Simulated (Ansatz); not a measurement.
The system is GaB.

```
CELL_PARAMETERS angstrom
2.71824 0.00000 0.00000
0.00000 2.71824 0.00000
0.00000 0.00000 3.23621
ATOMIC_POSITIONS crystal
Ga 0.50000 0.50000 0.50000
B 0.00000 0.00000 0.00000
```

The cell was built by a generator and needn't be a form met in nature.

Base run:

| Property | Result |
| --- | --- |
| Program | Ansatz 0.2.0 |
| Functional | r2SCAN |
| Potentials or basis | Ansatz PAW |
| Cutoff | 500 eV (not typed: the program's choice for these potentials) |
| k mesh | 7 × 7 × 6 |
| Occupations | fermi-dirac, width 0.05 eV |
| Spin | no spin polarisation |

Its results: band gap on the k mesh none (metal or under the smearing width); pressure -2.0 GPa.

Problem. After a change of settings the same cell gave: band gap on the k mesh none (metal or under the smearing width); pressure -2.9 GPa. Which change was it?
A. k mesh from 7 × 7 × 6 to 10 × 10 × 8
B. functional from r2SCAN to PBEsol; cutoff from 500 eV (not typed: the program's choice for these potentials) to 420 eV (not typed: the program's choice for these potentials); k mesh from 7 × 7 × 6 to 10 × 10 × 8
C. functional from r2SCAN to revPBE; cutoff from 500 eV (not typed: the program's choice for these potentials) to 420 eV (not typed: the program's choice for these potentials); k mesh from 7 × 7 × 6 to 10 × 10 × 8
D. functional from r2SCAN to BLYP; cutoff from 500 eV (not typed: the program's choice for these potentials) to 420 eV (not typed: the program's choice for these potentials); k mesh from 7 × 7 × 6 to 10 × 10 × 8

Solution. A.

Caveats: the PAW data sets come from PBE, with cores solved anew for the run's functional, which leaves a small shift of forces and pressure.
